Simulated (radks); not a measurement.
# Ionisation energy and size from Ni to Kr

The task here is to estimate one member of a computed series from the others.

The numbers are computed with radks (a radial shooting solver on a logarithmic mesh, Libxc functionals) version 1 (scalar-relativistic Kohn-Sham, BLYP, spin-polarised, spherical densities, point nucleus; open shells are filled with parallel spins first), except any that are marked as measured or tabulated.

## The atom as given

| Quantity | Value |
| --- | --- |
| species | Ni, Cu, Zn, Ga, Ge, As, Se, Br, Kr |
| runs | 18, each species and its next ion |

Set-up of the first run:

The run's settings:

```text
Z 28
configuration [Ar] 3d8 4s2
relativity scalar-relativistic
functional b88,lyp
spin polarised
nucleus point
c 137.035999084
```

Started as:

```sh
$ python run_ks.py task.json out
```

All runs below come from this command, one after another.

Steps of the session up to this table: Ni, [Ar] 3d8 4s2; Ni⁺, [Ar] 3d9; Cu, [Ar] 3d10 4s1; Cu⁺, [Ar] 3d10; Zn, [Ar] 3d10 4s2; Zn⁺, [Ar] 3d10 4s1; Ga, [Ar] 3d10 4s2 4p1; Ga⁺, [Ar] 3d10 4s2; Ge, [Ar] 3d10 4s2 4p2; Ge⁺, [Ar] 3d10 4s2 4p1; As, [Ar] 3d10 4s2 4p3; As⁺, [Ar] 3d10 4s2 4p2; Se, [Ar] 3d10 4s2 4p4; Se⁺, [Ar] 3d10 4s2 4p3; Br, [Ar] 3d10 4s2 4p5; Br⁺, [Ar] 3d10 4s2 4p4; Kr, [Kr]; Kr⁺, [Ar] 3d10 4s2 4p5.

One table of the session follows, with a row left open; its other results are not shown here.

```
species  Δ-SCF (eV)  −ε(HOMO) (eV)  its <r> (bohr)
     Ni       7.241          5.441            2.84
     Cu       8.443          4.879            2.89
     Zn       9.712          5.962            2.65
     Ga       5.793          2.702            3.39
     Ge           ?              ?               ?
     As       9.602          5.600            2.52
     Se       9.627          5.603            2.36
     Br      11.774          7.342            2.13
     Kr      13.924          9.093            1.95
```

Estimate the missing values for Ge.

**Answer.** Δ-SCF (eV): 7.731; −ε(HOMO) (eV): 4.157; its <r> (bohr): 2.86. In the column «Δ-SCF (eV)» it lies between Ni (7.241) and Cu (8.443).

For Cu the highest level isn't the widest one, so −ε(HOMO) and <r> belong to different orbitals, and Δ-SCF follows the ion's typed configuration. Open shells are spherical and high-spin; term and fine-structure splittings are not resolved.
